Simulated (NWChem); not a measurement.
**C2H3F (SMILES C=CF): M06-2X/cc-pVDZ**

What is the electronic atomisation energy of C2H3F at M06-2X/cc-pVDZ? 

The calculation is run with NWChem 7.3.0.

### Step 1. The molecule

The species is C2H3F (6 atoms), meant as a singlet with charge 0. SMILES: `C=CF`. Geometry: relaxed at PBE0-D4/def2-TZVP.

Bond lengths: C1–C2 1.316 Å, C2–F3 1.336 Å, C1–H4 1.082 Å, C1–H5 1.081 Å, C2–H6 1.084 Å. Angles: C1–C2–F3 122.3°, C1–C2–H6 125.7°, F3–C2–H6 112.0°, C2–C1–H4 121.6°, C2–C1–H5 119.2°, H4–C1–H5 119.2°.

### Step 2. A single-point energy at M06-2X/cc-pVDZ (run 1)

c2h3f.nw reads:

```
echo
start c2h3f
memory total 2200 mb
geometry units atomic noautosym nocenter noautoz
C  -1.01327115  0.14437508 -0.83677073
C   0.92596580 -0.03080254  0.71167086
F   1.82585338 -2.25330943  1.50327713
H  -1.97268510 -1.51801700 -1.54315035
H  -1.66333693  1.99196031 -1.41672768
H   1.97684250  1.54466213  1.49420645
end
basis spherical bse
C library cc-pVDZ
F library cc-pVDZ
H library cc-pVDZ
end
dft
xc m06-2x
grid fine
convergence energy 1e-08
maxiter 100
mulliken
noprint "final vectors analysis"
end
task dft energy
```

Run with:

```console
$ nwchem c2h3f.nw > c2h3f.out
```

Standard output (excerpt; [...] marks lines left out):

```text
[...]
          Wavefunction type:  closed shell.
          No. of atoms     :     6
          No. of electrons :    24
[...]
          Charge           :     0
          Spin multiplicity:     1
[...]
          AO basis - number of functions:    57
[...]
              XC Information
              --------------
                       M06-2X Method XC Functional
                     Hartree-Fock (Exact) Exchange  0.540
                        M06-2X Exchange Functional  1.000
                      M06-2X Correlation Potential  1.000
[...]
 d= 0,ls=0.0,diis     1   -177.7138076873 -2.46D+02  1.09D-02  3.72D-01     0.8
[...]
 d= 0,ls=0.0,diis    10   -177.7600465100 -2.13D-10  4.18D-07  1.10D-09     5.8
         Total DFT energy =     -177.760046509970
      One electron energy =     -377.564335445681
           Coulomb energy =      154.358018463548
    Exchange-Corr. energy =      -22.347027404237
 Nuclear repulsion energy =       67.793297876400
[...]
      Total Density - Mulliken Population Analysis
     ---------------------------------------------
    Atom       Charge   Shell Charges
 -----------   ------   -------------------------------------------------------
    1 C    6     6.08   2.01  0.66  0.39  2.08  0.91  0.04
    2 C    6     5.86   2.01  0.69  0.41  1.97  0.66  0.13
    3 F    9     9.19   2.00  0.90  0.99  3.33  1.96  0.01
    4 H    1     0.95   0.74  0.17  0.03
    5 H    1     0.95   0.75  0.17  0.03
    6 H    1     0.97   0.76  0.18  0.03
[...]
```

Wall time 6.6 s (1 thread of Intel Xeon 6975P-C (Granite Rapids), shared host); peak memory 0.11 GiB.

### Step 3. The C atom, same level (run 2)

work.nw reads:

```
start work
memory total 2200 mb

geometry units bohr noautosym nocenter noautoz
  C   0.00000000  0.00000000  0.00000000
end

basis spherical bse
  * library cc-pVDZ
end

dft
  xc m06-2x
  mult 3
  grid fine
  convergence energy 1e-08
  iterations 100
  mulliken
  print low
end

task dft
```

Run with:

```console
$ nwchem work.nw > work.out
```

Standard output (excerpt; [...] marks lines left out):

```text
[...]
 d= 0,ls=0.0,diis     1    -37.8050161027 -3.78D+01  2.43D-02  5.64D-02     0.1
[...]
 d= 0,ls=0.0,diis     6    -37.8363694730 -1.34D-09  4.38D-07  1.72D-11     0.2
[...]
         Total DFT energy =      -37.836369472955
      One electron energy =      -50.484516586278
           Coulomb energy =       17.874165820806
    Exchange-Corr. energy =       -5.226018707484
 Nuclear repulsion energy =        0.000000000000
[...]
      Total Density - Mulliken Population Analysis
     ---------------------------------------------
    Atom       Charge   Shell Charges
 -----------   ------   -------------------------------------------------------
    1 C    6     6.00   2.00  0.91  1.08  1.25  0.75  0.00
     --------------------------------------------
      Spin Density - Mulliken Population Analysis
     --------------------------------------------
    Atom       Charge   Shell Charges
 -----------   ------   -------------------------------------------------------
    1 C    6     2.00   0.00  0.07 -0.07  1.25  0.75 -0.00
[...]
      <S2> =      2.0021 (Exact =     2.0000)
[...]
```

Wall time 0.72 s (1 thread of Intel Xeon 6975P-C (Granite Rapids), shared host); peak memory 0.1 GiB.

Run 3 isn't shown in full; the table further down has it.

### Step 4. The H atom (run 4)

h.nw reads:

```
start h
title "H"
memory 2200 mb
charge 0
geometry units angstroms noautosym nocenter noautoz
  H     0.000000    0.000000    0.000000
end
basis spherical bse
  H library cc-pVDZ
end
dft
  xc m06-2x
  mult 2
  grid fine
  convergence energy 1e-08
  iterations 100
  mulliken
  noprint "final vectors analysis"
end
task dft energy
```

Run the same way, it converges to -0.49741 Eh (log not shown).

### Step 5. The series

```
run            level  partner  energy (Eh)  wall time
  1   M06-2X/cc-pVDZ     base  -177.760047      6.6 s
  2  UM06-2X/cc-pVDZ    atoms   -37.836369     0.72 s
  3  UM06-2X/cc-pVDZ    atoms   -99.695571      1.5 s
  4  UM06-2X/cc-pVDZ    atoms    -0.497411     0.54 s
```

### Step 6. Results

At M06-2X/cc-pVDZ:

```
                     quantity        value
         H atom: total energy  -0.49741 Eh
                 H atom: ⟨S²⟩        0.750
electronic atomisation energy    24.477 eV
```

Taking the molecule apart into free atoms costs 24.48 eV (564 kcal/mol), before zero-point energy and without spin-orbit coupling. All runs together took 9.4 s, the longest 6.6 s.
